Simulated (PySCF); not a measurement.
# HBr (hydrogen bromide) at PBE/ma-def2-TZVP

Aim: the vertical ionisation energy of HBr (hydrogen bromide) at PBE/ma-def2-TZVP, from 2 runs. The job is set up through a Python script.

Program for the calculation: PySCF 2.14.0.

**1. The structure to begin with**

The species is HBr (2 atoms), meant as a singlet with charge 0. As SMILES, `Br`. The shape is that of a GFN2-xTB optimisation.

Bond lengths: Br1–H2 1.401 Å.

**2. A single-point energy at PBE/ma-def2-TZVP**

Input file run.py:

```python
from pyscf import gto, dft

mol = gto.M(
    atom='Br -0.594900 0.214950 -0.300840; H 0.594900 -0.214950 0.300840',
    basis='ma-def2-tzvp',
    spin=0,
    verbose=4,
    max_memory=1860,
)

myscf = dft.RKS(mol, xc='pbe')
myscf.conv_tol = 1e-10
myscf.grids.level = 4
myscf.kernel()
if not myscf.converged:
    myscf = myscf.newton().run(myscf.mo_coeff, myscf.mo_occ)

e_tot = myscf.e_tot
print('Final energy', e_tot)
```

Command:

```
$ OMP_NUM_THREADS=1 python run.py
```

Output:

```text
PySCF version 2.14.0

[INPUT] num. atoms = 2
[INPUT] num. electrons = 36
[INPUT] charge = 0
[INPUT] spin (= nelec alpha-beta = 2S) = 0
[INPUT] symmetry False subgroup None
[INPUT] Mole.unit = angstrom
[INPUT] Symbol           X                Y                Z      unit          X                Y                Z       unit  Magmom
[INPUT]  1 Br    -0.594900000000   0.214950000000  -0.300840000000 AA   -1.124198071504   0.406196630475  -0.568505207314 Bohr   0.0
[INPUT]  2 H      0.594900000000  -0.214950000000   0.300840000000 AA    1.124198071504  -0.406196630475   0.568505207314 Bohr   0.0

nuclear repulsion = 13.2211464727622
number of shells = 22
number of NR pGTOs = 115
number of NR cGTOs = 58
basis = ma-def2-tzvp
ecp = {}

******** <class 'pyscf.dft.rks.RKS'> ********
method = RKS
initial guess = minao
damping factor = 0
level_shift factor = 0
DIIS = <class 'pyscf.scf.diis.CDIIS'>
diis_start_cycle = 1
diis_space = 8
diis_damp = 0
SCF conv_tol = 1e-10
SCF conv_tol_grad = None
SCF max_cycles = 50
direct_scf = True
direct_scf_tol = 1e-13
XC library pyscf.dft.libxc version 7.0.0
    S. Lehtola, C. Steigemann, M. J.T. Oliveira, and M. A.L. Marques.,  SoftwareX 7, 1–5 (2018)
XC functionals = pbe
    J. P. Perdew, K. Burke, and M. Ernzerhof.,  Phys. Rev. Lett. 77, 3865 (1996)
    J. P. Perdew, K. Burke, and M. Ernzerhof.,  Phys. Rev. Lett. 78, 1396 (1997)
    J. P. Perdew, K. Burke, and M. Ernzerhof.,  Phys. Rev. Lett. 77, 3865 (1996)
    J. P. Perdew, K. Burke, and M. Ernzerhof.,  Phys. Rev. Lett. 78, 1396 (1997)
radial grids:
    Treutler-Ahlrichs [JCP 102, 346 (1995); DOI:10.1063/1.469408] (M4) radial grids

becke partition: Becke, JCP 88, 2547 (1988); DOI:10.1063/1.454033
pruning grids: <function nwchem_prune>
grids dens level: 4
symmetrized grids: False
atomic radii adjust function: <function treutler_atomic_radii_adjust>
small_rho_cutoff = 0
Set gradient conv threshold to 1e-05
Initial guess from minao.
tot grids = 45896
init E= -2573.31057993652
  HOMO = -0.299154257703825  LUMO = -0.0360782588158903  gap/eV = 7.15866
cycle= 1 E= -2574.35859192707  delta_E= -1.05  |g|= 0.351  |ddm|= 1.08
  HOMO = -0.26338347089328  LUMO = -0.040891920784726  gap/eV = 6.05430
cycle= 2 E= -2574.36205351738  delta_E= -0.00346  |g|= 0.243  |ddm|= 0.299
  HOMO = -0.273720844687353  LUMO = -0.0360570632110742  gap/eV = 6.46716
cycle= 3 E= -2574.36743623345  delta_E= -0.00538  |g|= 0.0373  |ddm|= 0.147
  HOMO = -0.273790749560322  LUMO = -0.0379155959188022  gap/eV = 6.41849
cycle= 4 E= -2574.3678759507  delta_E= -0.00044  |g|= 0.00446  |ddm|= 0.0322
  HOMO = -0.274788199903881  LUMO = -0.0381414784324132  gap/eV = 6.43949
cycle= 5 E= -2574.36787973019  delta_E= -3.78e-06  |g|= 0.0018  |ddm|= 0.00569
  HOMO = -0.274469238131086  LUMO = -0.0380109039977956  gap/eV = 6.43436
cycle= 6 E= -2574.36788045025  delta_E= -7.2e-07  |g|= 0.000119  |ddm|= 0.00192
  HOMO = -0.274487808632024  LUMO = -0.0380281157620344  gap/eV = 6.43440
cycle= 7 E= -2574.3678804536  delta_E= -3.35e-09  |g|= 5.61e-06  |ddm|= 0.000125
  HOMO = -0.274486041972206  LUMO = -0.0380263348188139  gap/eV = 6.43440
cycle= 8 E= -2574.36788045361  delta_E= -8.64e-12  |g|= 9.92e-07  |ddm|= 8.15e-06
  HOMO = -0.27448615295366  LUMO = -0.0380266368922273  gap/eV = 6.43439
Extra cycle  E= -2574.3678804536  delta_E= 2.27e-12  |g|= 1.16e-06  |ddm|= 2.22e-06
converged SCF energy = -2574.3678804536
Final energy -2574.367880453605
```

Wall time 1.9 s (1 thread of Intel Xeon Platinum 8375C at 2.90GHz (Ice Lake), shared host); peak memory 0.22 GiB.

**3. The doublet cation at the same level**

Input file calc.py:

```python
from pyscf import gto, dft

system = gto.Mole()
system.atom = [
    ('Br', (-0.594900, 0.214950, -0.300840)),
    ('H', (0.594900, -0.214950, 0.300840)),
]
system.spin = 1
system.basis = 'ma-def2-tzvp'
system.charge = 1
system.max_memory = 1860
system.verbose = 3
system.build()

mf = dft.UKS(system, xc='pbe')
mf.conv_tol = 1e-10
mf.grids.level = 4
mf.kernel()
if not mf.converged:
    mf = mf.newton().run(mf.mo_coeff, mf.mo_occ)

e_final = mf.e_tot
print('E(%s) = %.9f' % ('PBE', e_final))
```

Command:

```
$ OMP_NUM_THREADS=1 python calc.py
```

Output:

```text
WARN: HOMO -0.663808479390166 >= LUMO -0.663145362567648

converged SCF energy = -2573.93678797633  <S^2> = 0.75251289  2S+1 = 2.0025113
E(PBE) = -2573.936787976
```

Wall time 2.9 s (1 thread of Intel Xeon Platinum 8375C at 2.90GHz (Ice Lake), shared host); peak memory 0.23 GiB.

**4. Summary of results**

At PBE/ma-def2-TZVP:

| quantity | value |
| --- | --- |
| singlet HBr: total energy | -2574.36788 Eh |
| singlet HBr: dipole moment | 0.90 D |
| singlet HBr: HOMO energy | -7.47 eV |
| singlet HBr: LUMO energy | -1.03 eV |
| singlet HBr: HOMO–LUMO gap | 6.43 eV |
| doublet cation: total energy | -2573.93679 Eh |
| doublet cation: HOMO energy (highest over α and β) | -16.26 eV |
| doublet cation: LUMO energy (lowest over α and β) | -16.01 eV |
| doublet cation: ⟨S²⟩ | 0.753 |
| vertical ionisation energy (to the doublet cation) | 11.731 eV |

In words: Removing an electron at fixed nuclei costs 11.73 eV (1132 kJ/mol). −ε(HOMO) before ionisation, 7.47 eV, is 4.26 eV below this ionisation energy.
